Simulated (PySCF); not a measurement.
# RuOOH: quartet, from a bent start

The task is one start of a wider search on RuOOH: the quartet, from a bent start. It is relaxed, tested by its Hessian and followed downhill if it is a saddle.

Computed with PySCF 2.14.0. Level: PBE0, basis Ru def2-TZVP with ECP28, O def2-TZVP, H def2-TZVP, scalar-relativistic core potentials, no spin–orbit coupling, density fitting.

**1. The starting structure**

4 atoms, charge 0, spin multiplicity 4.

Bond lengths: Ru1–O2 1.710 Å, Ru1–O3 1.880 Å, O3–H4 0.960 Å. Angles: O2–Ru1–O3 110.0°, Ru1–O3–H4 130.0°.

Coordinates in bohr (charge 0 multiplicity 4):
```
Ru    0.0000    0.0000    0.0000
O     2.6469    0.0000    1.8534
O    -2.9102    0.0000    2.0377
H    -3.8654    1.3897    2.7067
```

**2. The SCF at the typed geometry**

One driver script runs all steps and calls PySCF; scf.py shows how it sets up the SCF of each step. The optimiser is the driver's own. After this first run the driver tries any further starts and a stability analysis.

File scf.py:

```python
from pyscf import gto, scf, dft
mol = gto.M(atom='''
Ru     0.000000     0.000000     0.000000
O      1.400700     0.000000     0.980800
O     -1.540000     0.000000     1.078300
H     -2.045500     0.735400     1.432300''',
    basis={'Ru': 'def2-TZVP', 'O': 'def2-TZVP', 'H': 'def2-TZVP'},
    ecp={'Ru': 'def2-TZVP'},
    charge=0, spin=3)
mf = dft.UKS(mol, xc='PBE0')
mf.grids.atom_grid = (50, 194)
aux = {'Ru': 'def2-universal-JKFIT', 'O': 'def2-universal-JKFIT', 'H': 'def2-universal-JKFIT'}
mf = mf.density_fit(auxbasis=aux)
mf.conv_tol = 1e-08
mf.diis_space = 10
mf.max_cycle = 60
mf.init_guess = 'minao'
mf.verbose = 4
mf.kernel()
```

Launch:

```
$ OMP_NUM_THREADS=4 python axn.py task.json out
```

After this run come: Relaxing the quartet from the bent start; Vibrations and properties at this point.

What does the calculation give? Wanted: minimum; geometry; wavenumbers; dipole moment; highest occupied, lowest empty level; polar-tensor charge of Ru1; zero-point energy; atomisation energy; ⟨S²⟩.

As calculated:

| quantity | value |
| --- | --- |
| minimum | quartet, C1 |
| geometry | O–H 0.963 Å, Ru–O 1.670 Å, Ru–O 1.871 Å; H–O–Ru 116.7°, O–Ru–O 129.4° |
| wavenumbers (cm⁻¹) | 180 (a), 379 (a), 678 (a), 796 (a), 993 (a), 3834 (a) |
| dipole moment | 2.41 D |
| highest occupied, lowest empty level (either spin) | -6.86, -3.27 eV |
| polar-tensor charge of Ru1 | +1.22 e |
| zero-point energy | 41.0 kJ/mol |
| entropy at 298.15 K | 295.9 J/(mol K) |
| atomisation energy (no zero-point energy) | 1233 kJ/mol |
| ⟨S²⟩ | 3.761 |

In words: The bent start ends in a minimum without symmetry. The strongest infrared band lies at 993 cm⁻¹ (a). Most of the spin sits on Ru1 (Mulliken spin 2.50, against 3 for the whole molecule). Only this shape and spin were tried, so other structures or states may lie lower. One determinant may miss the lowest occupation of an open d or f shell.
